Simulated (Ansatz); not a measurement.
# LiCoSe2: the cost of one run

Method: DFT LDA+U (U_eff = 7 eV on Co d), plane waves, PAW, in Ansatz 0.2.0.

2 further runs of the same task are left out: 2 that didn't finish. Runs told in other sessions of the task aren't counted.

## 1. The system as given

The structure is trigonal, space group R-3m (No. 166). The conventional cell has a = 3.736 Å, b = 3.736 Å, c = 20.346 Å, α = 90.00°, β = 90.00°, γ = 120.00°. Li (site symmetry -3m) has 6 Se at 2.97 Å in its first shell of neighbours. Co (site symmetry -3m) is surrounded by 6 Se at 2.55 Å. Around Se (site symmetry 3m) lie 3 Co at 2.55 Å and 3 Li at 2.97 Å.

Coordinates:

```cif
data_structure
_symmetry_space_group_name_H-M 'P 1'
_symmetry_Int_Tables_number 1
_cell_length_a 7.1167
_cell_length_b 7.1167
_cell_length_c 7.1167
_cell_angle_alpha 30.436
_cell_angle_beta 30.436
_cell_angle_gamma 30.436
_cell_volume 81.99
loop_
_atom_site_label
_atom_site_type_symbol
_atom_site_fract_x
_atom_site_fract_y
_atom_site_fract_z
_atom_site_occupancy
Li1 Li 0.50000 0.50000 0.50000 1
Co1 Co 0.00000 0.00000 0.00000 1
Se1 Se 0.26670 0.26670 0.26670 1
Se2 Se 0.73330 0.73330 0.73330 1
```

An earlier series on this cell reached its lowest free state from «total moment held at first, then free, 2.00 μB per cell», perhaps among other starts.

## 2. Spin-orbit coupling, direction held

Contents of input.yaml:

```yaml
crystal:
  lattice:
    - [1.86808737, 1.07854075, 6.78187001]
    - [-1.86808737, 1.07854075, 6.78187001]
    - [0.0, -2.15708149, 6.78187001]
  atoms:
    - { symbol: Li, position: [0.5, 0.5, 0.5] }
    - { symbol: Co, position: [0.0, 0.0, 0.0], spin: 4.0, spin_axis: [0.0, 0.0, 1.0] }
    - { symbol: Se, position: [0.2667, 0.2667, 0.2667] }
    - { symbol: Se, position: [0.7333, 0.7333, 0.7333] }
basis:
  ecutwfc: 420
  ecutrho_ratio: 4
kpoints:
  mp_grid: { grid: [6, 6, 6] }
hamiltonian:
  xc: lda
  hubbard:
    sites:
      - { site: 1, l: d, u_eff: 7.0, starting_ns: [{ occupation_matrix: s1 }] }
    occupation_matrices:
      s1:
        spinor_matrix:
          - [[0.97, 0.0], [0.0, 0.0], [0.0, 0.0], [0.0, 0.0], [0.0, 0.0], [0.0, 0.0], [0.0, 0.0], [0.0, 0.0], [0.0, 0.0], [0.0, 0.0]]
          - [[0.0, 0.0], [0.97, 0.0], [0.0, 0.0], [0.0, 0.0], [0.0, 0.0], [0.0, 0.0], [0.0, 0.0], [0.0, 0.0], [0.0, 0.0], [0.0, 0.0]]
          - [[0.0, 0.0], [0.0, 0.0], [0.97, 0.0], [0.0, 0.0], [0.0, 0.0], [0.0, 0.0], [0.0, 0.0], [0.0, 0.0], [0.0, 0.0], [0.0, 0.0]]
          - [[0.0, 0.0], [0.0, 0.0], [0.0, 0.0], [0.97, 0.0], [0.0, 0.0], [0.0, 0.0], [0.0, 0.0], [0.0, 0.0], [0.0, 0.0], [0.0, 0.0]]
          - [[0.0, 0.0], [0.0, 0.0], [0.0, 0.0], [0.0, 0.0], [0.97, 0.0], [0.0, 0.0], [0.0, 0.0], [0.0, 0.0], [0.0, 0.0], [0.0, 0.0]]
          - [[0.0, 0.0], [0.0, 0.0], [0.0, 0.0], [0.0, 0.0], [0.0, 0.0], [0.97, 0.0], [0.0, 0.0], [0.0, 0.0], [0.0, 0.0], [0.0, 0.0]]
          - [[0.0, 0.0], [0.0, 0.0], [0.0, 0.0], [0.0, 0.0], [0.0, 0.0], [0.0, 0.0], [0.02, 0.0], [0.0, 0.0], [0.0, 0.0], [0.0, 0.0]]
          - [[0.0, 0.0], [0.0, 0.0], [0.0, 0.0], [0.0, 0.0], [0.0, 0.0], [0.0, 0.0], [0.0, 0.0], [0.02, 0.0], [0.0, 0.0], [0.0, 0.0]]
          - [[0.0, 0.0], [0.0, 0.0], [0.0, 0.0], [0.0, 0.0], [0.0, 0.0], [0.0, 0.0], [0.0, 0.0], [0.0, 0.0], [0.02, 0.0], [0.0, 0.0]]
          - [[0.0, 0.0], [0.0, 0.0], [0.0, 0.0], [0.0, 0.0], [0.0, 0.0], [0.0, 0.0], [0.0, 0.0], [0.0, 0.0], [0.0, 0.0], [0.02, 0.0]]
    ns_hold: { iters: 8 }
scf:
  occupations: { method: gaussian, width: 0.05 }
  lower_state_search: "off"
  max_iter: 150
output:
  forces: true
  stress: true
  eigenvalues: true
  populations: true
  hubbard: { sites: [{ site: 1, l: d }] }
magnetization:
  noncollinear: true
  spin_orbit: true
  spin_locking: { lock_directions: true }
```

The typed matrices put 0.97 on the chosen orbitals and 0.02 on the others, and are held for 8 cycles. The lock stays on to the end, so the result is a constrained state unless its moments die out. This run includes spin–orbit coupling.

Started as:

```
$ ansatz run input.yaml --threads 2 --pin off --max-ram 3072MiB --backend cpu --events-out ev --progress --plain --runs-dir out
```

Q: Estimate wall time and peak memory on 2 threads of Arm Neoverse V1, shared host.

About 3.3 min, with a peak of 0.91 GiB.
